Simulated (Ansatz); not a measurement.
# Sn: the cost of one run

Program: Ansatz 0.2.0. Level of theory: DFT PBEsol, scalar-relativistic. These are calculated values, not measurements.

## Step 1: The system as given

The structure is tetragonal, space group I4/mmm (No. 139). The conventional cell has a = 3.182 Å, b = 3.182 Å, c = 5.831 Å, α = 90.00°, β = 90.00°, γ = 90.00°. Around Sn (site symmetry 4/mmm) lie 4 Sn at 3.18 Å.

Coordinates:

```cif
data_structure
_symmetry_space_group_name_H-M 'P 1'
_symmetry_Int_Tables_number 1
_cell_length_a 3.6827
_cell_length_b 3.6827
_cell_length_c 3.6827
_cell_angle_alpha 128.816
_cell_angle_beta 128.816
_cell_angle_gamma 75.306
_cell_volume 29.51
loop_
_atom_site_label
_atom_site_type_symbol
_atom_site_fract_x
_atom_site_fract_y
_atom_site_fract_z
_atom_site_occupancy
Sn1 Sn 0.00000 0.00000 0.00000 1
```

## Step 2: Volume × 0.96, LAPW

Input file input.yaml:

```yaml
crystal:
  lattice:
    - [-1.5692507429, 1.5692507429, 2.8762444938]
    - [1.5692507429, -1.5692507429, 2.8762444938]
    - [1.5692507429, 1.5692507429, -2.8762444938]
  atoms:
    - { symbol: Sn, position: [0.0, 0.0, 0.0] }
kpoints:
  mp_grid: { grid: [18, 18, 18] }
  band_path:
    path:
      - [0.0, 0.0, 0.0]
      - [0.0, 0.0, 0.5]
      - [0.25, 0.25, 0.25]
      - [0.0, 0.5, 0.0]
      - [0.0, 0.0, 0.0]
      - [0.5, 0.5, -0.5]
      - [0.3244171604, 0.6755828396, -0.3244171604]
      - [-0.3244171604, 0.3244171604, 0.3244171604]
      - [0.0, 0.0, 0.0]
    npoints: 5
scf:
  occupations: { method: fermi_dirac, width: 0.03 }
hamiltonian:
  xc: pbesol
  pseudopotentials: { kind: all_electron, lapw: { basis_error: 0.001 } }
output:
  forces: true
  stress: true
  eigenvalues: true
```

Launch:

```bash
ansatz run input.yaml --threads 1 --pin off --max-ram 3072MiB --backend cpu --events-out ev --progress --plain --runs-dir out
```

What time and memory should one allow on 1 thread of Arm Neoverse V1, shared host?

About 36 s, with a peak of 0.52 GiB.
